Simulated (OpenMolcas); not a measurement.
# CH4BFO (SMILES OCBF), step by step

Aim: a single-point energy (HF/ANO-R0), then the energy (CASSCF(2,2)/ANO-R1), then an energy scan (CASPT2(2,2)/ANO-R1), then an energy scan (SC-NEVPT2(2,2)/ANO-R1), then an energy scan (MC-PDFT[tPBE](2,2)/ANO-R1) of CH4BFO. 

The calculation is run with OpenMolcas 26.06.

## Step 1: The system as given

CH4BFO: 8 atoms, total charge 0, spin state singlet. SMILES: `OCBF`. Geometry: relaxed at PBE0-D4/def2-TZVP. This is one conformer, not always the lowest.

Bond lengths: O1–C2 1.408 Å, C2–B3 1.560 Å, B3–F4 1.317 Å, O1–H5 0.959 Å, C2–H6 1.105 Å, C2–H7 1.105 Å, B3–H8 1.201 Å. Angles: O1–C2–B3 113.4°, C2–B3–F4 121.5°, O1–C2–H6 112.5°, O1–C2–H7 112.5°, B3–C2–H6 106.7°, B3–C2–H7 106.6°, C2–O1–H5 108.9°, C2–B3–H8 120.7°, F4–B3–H8 117.8°, H6–C2–H7 104.5°.

## Step 2: A single-point energy at HF/ANO-R0 (sfX2C) (run 1)

input.xyz reads:

```xyz
8

O     -1.240500     0.762600    -0.169300
C      0.117900     0.425000    -0.013600
B      0.368600    -1.112000     0.076000
F     -0.622900    -1.976700     0.007200
H     -1.319100     1.717500    -0.217300
H      0.563100     0.872000     0.893700
H      0.744200     0.799800    -0.843400
H      1.481000    -1.545400     0.210800
```

step1.input reads:

```
&GATEWAY
  Coord=input.xyz
  Basis=ANO-R0
  Group=NoSym

&SEWARD

&SCF
  PrOrbitals=0

&LOCALISATION
  Occupied
  Freeze
  Pipek-Mezey

&LOCALISATION
  FileOrb=$Project.LocOrb
  Virtual
  Pipek-Mezey
```

Command:

```
$ export MOLCAS_MEM=1860
$ pymolcas step1.input > step1.log
```

The log of the run:

```text
--- Start Module: gateway ---
[...]
--- Stop Module: gateway /rc=_RC_ALL_IS_WELL_ ---
[...]
      Basis functions           24
[...]
       Convergence after  11 Iterations
[...]
::    Total SCF energy                               -238.7538139428
[...]
      Total spin, S                                     0.0000000000
[...]
      Total electronic charge=   32.000000
      Total            charge=   -0.000000
[...]
      Dipole Moment (debye):
      Origin of the operator (angstrom)=   -0.3985   -0.4939   -0.0299
                   X= -2.2498E-01               Y=  1.6457E+00               Z= -9.2300E-02           Total=  1.6636E+00
      Quadrupole Moment (debye*angstrom):
[...]
--- Start Module: localisation ---
[...]
--- Stop Module: localisation /rc=_RC_ALL_IS_WELL_ ---
--- Start Module: localisation ---
[...]
--- Stop Module: localisation /rc=_RC_ALL_IS_WELL_ ---
[...]
```

Wall time 7.2 s (1 thread of AMD EPYC 7R43 (Zen 3), shared host); peak memory 0.37 GiB.

## Step 3: The energy at CASSCF(2,2)/ANO-R1 (sfX2C, RICD fitting) (run 2)

input.xyz is that of step 2.

step2.input reads:

```
>>> EXPORT MOLCAS_PRINT=2
&GATEWAY
Coord=input.xyz
Basis=ANO-R0
Group=NoSym
&SEWARD
&RASSCF
FileOrb=$CurrDir/step1.LocOrb
Alter=2
1 15 16
1 17 20
Spin=1
Nactel=2 0 0
Inactive=15
Ras2=2
OrbListing=Nothing
>>> COPY $Project.RunFile RUNFIL1
>>> COPY $Project.RasOrb INPORB
&GATEWAY
Coord=input.xyz
Basis=ANO-R1
Group=NoSym
RICD
&SEWARD
>>> COPY $Project.RunFile RUNFIL2
&EXPBAS
&RASSCF
FileOrb=$Project.ExpOrb
Spin=1
Nactel=2 0 0
Inactive=15
Ras2=2
OrbListing=Nothing
```

Command:

```
$ export MOLCAS_MEM=1860
$ pymolcas step2.input > step2.log
```

The log of the run:

```text
--- Start Module: gateway ---
[...]
      Basis functions           24
[...]
      Number of active orbitals                  2
[...]
      Spin quantum number                      0.0
[...]
      Active orbitals                            2
[...]
      Number of CSFs                             3
[...]
      Number of root(s) required                 1
[...]
      Convergence after 10 iterations
[...]
      printout of CI-coefficients larger than  0.05 for root  1
      energy=    -238.761564
      conf/sym  11     Coeff  Weight
             1  20   0.99662 0.99326
             3  02  -0.08209 0.00674
      Natural orbitals and occupation numbers for root  1
      sym 1:   1.986522   0.013478
      ************************************************************************************************************************
      *                                                    Final results                                                     *
[...]
::    RASSCF root number  1 Total energy:   -238.76156395
[...]
      Basis functions           76
[...]
      Convergence after 15 iterations
[...]
      Natural orbitals and occupation numbers for root  1
      sym 1:   1.984061   0.015939
      ************************************************************************************************************************
      *                                                    Final results                                                     *
[...]
::    RASSCF root number  1 Total energy:   -239.47580130
[...]
      Total electronic charge=   32.000000
      Total            charge=   -0.000000
[...]
      Dipole Moment (debye):
      Origin of the operator (angstrom)=   -0.3985   -0.4939   -0.0299
                   X=  1.9204E+00               Y=  2.2532E+00               Z=  1.0746E-01           Total=  2.9624E+00
      Quadrupole Moment (debye*angstrom):
[...]
```

It took 19 s on 1 thread of AMD EPYC 7R43 (Zen 3), shared host; peak memory 0.37 GiB.

## Step 4: An energy scan at CASPT2(2,2)/ANO-R1 (sfX2C, RICD fitting, ipea shift 0.25 Eh, pt2 variant SS) (run 3)

step3.inp reads:

```
>>> COPY $CurrDir/step2.RasOrb $Project.RasOrb
>>> ForEach K in (1, 2, 3, 4, 5, 6, 7, 8, 9)

&GATEWAY
 Coord
 $CurrDir/point$K.xyz
 Basis
 ANO-R1
 Group
 NoSym
 RICD

&SEWARD

&RASSCF
 FileOrb
 $Project.RasOrb
 Spin
 1
 Nactel
 2 0 0
 Inactive
 15
 Ras2
 2
 OrbListing
 Nothing

&CASPT2
 Imaginary
 0.2
 Frozen
 4
>>> EndDo
```

Command:

```
$ export MOLCAS_MEM=1860
$ pymolcas step3.inp > step3.log
```

The log of the run:

```text
[...]
      Basis functions           76
[...]
      Number of active orbitals                  2
[...]
      Spin quantum number                      0.0
[...]
      Active orbitals                            2
[...]
      Number of CSFs                             3
[...]
      Number of root(s) required                 1
[...]
      Convergence after 10 iterations
[...]
      printout of CI-coefficients larger than  0.05 for root  1
      energy=    -239.465853
      conf/sym  11     Coeff  Weight
             1  20   0.99722 0.99445
             3  02  -0.07449 0.00555
      Natural orbitals and occupation numbers for root  1
      sym 1:   1.988903   0.011097
      ************************************************************************************************************************
      *                                                    Final results                                                     *
[...]
::    RASSCF root number  1 Total energy:   -239.46585303
[...]
::    CASPT2 Root  1     Total energy:   -240.06630628
[...]
      Convergence after 10 iterations
[...]
      Natural orbitals and occupation numbers for root  1
      sym 1:   1.984081   0.015919
      ************************************************************************************************************************
      *                                                    Final results                                                     *
[...]
      Convergence after 10 iterations
[...]
      Convergence after 10 iterations
[...]
      Convergence after  9 iterations
[...]
::    RASSCF root number  1 Total energy:   -239.32890177
[...]
::    CASPT2 Root  1     Total energy:   -239.92066103
[...]
      Convergence after  9 iterations
[...]
::    RASSCF root number  1 Total energy:   -239.31727951
[...]
      Reference weight:           0.86192
[...]
::    CASPT2 Root  1     Total energy:   -239.90684198
[...]
```

Run time: 1.7 min. Hardware: 1 thread of AMD EPYC 7R43 (Zen 3), shared host; peak memory 0.079 GiB.

The scan, from its lowest point:

```csv
H8–B3 (Å),energy (kJ/mol)
1.081,24.2
1.201,0.0
1.322,11.3
1.502,60.4
1.742,145.0
2.042,245.0
2.403,336.3
2.883,406.6
3.604,442.9
```

## Step 5: The energy along one coordinate at SC-NEVPT2(2,2)/ANO-R1 (sfX2C, RICD fitting, pt2 variant SC-NEVPT2) (run 4)

step4.input reads:

```
* CH4BFO NEVPT2
>>> COPY $CurrDir/step2.RasOrb $Project.RasOrb
>>> ForEach K in (1, 2, 3, 4, 5, 6, 7, 8, 9)

&GATEWAY
 Coord
 $CurrDir/point$K.xyz
 Basis
 ANO-R1
 Group
 NoSym
 RICD

&SEWARD

&RASSCF
 FileOrb
 $Project.RasOrb
 Spin
 1
 Nactel
 2 0 0
 Inactive
 15
 Ras2
 2
 OrbListing
 Nothing

&CASPT2
 SC-NEVPT2
 Frozen
 4
>>> EndDo
```

Command:

```
$ export MOLCAS_MEM=1860
$ pymolcas step4.input > step4.log
```

The log of the run:

```text
--- Start Module: gateway ---
[...]
      Basis functions           76
[...]
      Number of active orbitals                  2
[...]
      Spin quantum number                      0.0
[...]
      Active orbitals                            2
[...]
      Number of CSFs                             3
[...]
      Number of root(s) required                 1
[...]
      Convergence after 10 iterations
[...]
      printout of CI-coefficients larger than  0.05 for root  1
      energy=    -239.465853
      conf/sym  11     Coeff  Weight
             1  20   0.99722 0.99445
             3  02  -0.07449 0.00555
      Natural orbitals and occupation numbers for root  1
      sym 1:   1.988903   0.011097
      ************************************************************************************************************************
      *                                                    Final results                                                     *
[...]
::    RASSCF root number  1 Total energy:   -239.46585303
[...]
::    SC-NEVPT2 Root  1     Total energy:   -240.06154273
[...]
      Convergence after 10 iterations
[...]
      Natural orbitals and occupation numbers for root  1
      sym 1:   1.984081   0.015919
      ************************************************************************************************************************
      *                                                    Final results                                                     *
[...]
      Convergence after 10 iterations
[...]
      Convergence after 10 iterations
[...]
      Convergence after  9 iterations
[...]
::    RASSCF root number  1 Total energy:   -239.32890177
[...]
::    SC-NEVPT2 Root  1     Total energy:   -239.91812461
[...]
      Convergence after  9 iterations
[...]
::    RASSCF root number  1 Total energy:   -239.31727951
[...]
::    SC-NEVPT2 Root  1     Total energy:   -239.90480607
[...]
```

It took 98 s on 1 thread of AMD EPYC 7R43 (Zen 3), shared host; peak memory 0.079 GiB.

The scan, from its lowest point:

```csv
H8–B3 (Å),energy (kJ/mol)
1.081,24.9
1.201,0.0
1.322,10.7
1.502,59.0
1.742,142.6
2.042,241.7
2.403,332.2
2.883,401.4
3.604,436.4
```

## Step 6: An energy scan at MC-PDFT[tPBE](2,2)/ANO-R1 (sfX2C, RICD fitting) (run 5)

step5.inp reads:

```
* CH4BFO MC-PDFT
>>> COPY $CurrDir/step2.RasOrb $Project.RasOrb
>>> ForEach K in (1, 2, 3, 4, 5, 6, 7, 8, 9)

&gateway
 coord
 $CurrDir/point$K.xyz
 basis
 ANO-R1
 group
 NoSym
 ricd

&seward

&rasscf
 fileorb
 $Project.RasOrb
 spin
 1
 nactel
 2 0 0
 inactive
 15
 ras2
 2
 orblisting
 Nothing

&mcpdft
 ksdft
 T:PBE
>>> EndDo
```

Command:

```
$ export MOLCAS_MEM=1860
$ pymolcas step5.inp > step5.log
```

The log of the run:

```text
--- Start Module: gateway ---
[...]
      Basis functions           76
[...]
      Number of active orbitals                  2
[...]
      Spin quantum number                      0.0
[...]
      Active orbitals                            2
[...]
      Number of CSFs                             3
[...]
      Number of root(s) required                 1
[...]
      Convergence after 10 iterations
[...]
      printout of CI-coefficients larger than  0.05 for root  1
      energy=    -239.465853
      conf/sym  11     Coeff  Weight
             1  20   0.99722 0.99445
             3  02  -0.07449 0.00555
      Natural orbitals and occupation numbers for root  1
      sym 1:   1.988903   0.011097
      ************************************************************************************************************************
      *                                                    Final results                                                     *
[...]
::    RASSCF root number  1 Total energy:   -239.46585303
[...]
::    MCPDFT root number  1 Total energy:   -240.38365496
[...]
      Convergence after 10 iterations
[...]
      Natural orbitals and occupation numbers for root  1
      sym 1:   1.984081   0.015919
      ************************************************************************************************************************
      *                                                    Final results                                                     *
[...]
      Convergence after 10 iterations
[...]
      Convergence after 10 iterations
[...]
      Convergence after  9 iterations
[...]
::    RASSCF root number  1 Total energy:   -239.32890177
[...]
::    MCPDFT root number  1 Total energy:   -240.23525539
[...]
      Convergence after  9 iterations
[...]
::    RASSCF root number  1 Total energy:   -239.31727951
[...]
::    MCPDFT root number  1 Total energy:   -240.22009409
[...]
```

Wall time 1.8 min (1 thread of AMD EPYC 7R43 (Zen 3), shared host); peak memory 0.079 GiB.

The scan, from its lowest point:

```csv
H8–B3 (Å),energy (kJ/mol)
1.081,24.9
1.201,0.0
1.322,10.0
1.502,56.9
1.742,139.6
2.042,240.1
2.403,336.0
2.883,414.6
3.604,454.4
```

## Step 7: Outcome

| quantity | value |
| --- | --- |
| run 1, HF/ANO-R0: total energy | -238.75381 Eh |
| run 1, HF/ANO-R0: dipole moment | 1.66 D |
| run 1, HF/ANO-R0: HOMO energy | -11.65 eV |
| run 1, HF/ANO-R0: LUMO energy | 2.90 eV |
| run 1, HF/ANO-R0: HOMO–LUMO gap | 14.55 eV |
| run 2, CASSCF(2,2)/ANO-R1: total energy | -239.47580 Eh |
| run 2, CASSCF(2,2)/ANO-R1: dipole moment (CASSCF density) | 2.96 D |
| run 3, CASPT2(2,2)/ANO-R1: lowest energy of the scan | -240.07552 Eh |
| run 4, SC-NEVPT2(2,2)/ANO-R1: lowest energy of the scan | -240.07103 Eh |
| run 5, MC-PDFT[tPBE](2,2)/ANO-R1: lowest energy of the scan | -240.39315 Eh |

**Reading.** Mulliken charges (run 2, CASSCF(2,2)/ANO-R1) run from -0.42 on O1 to +0.29 on B3.
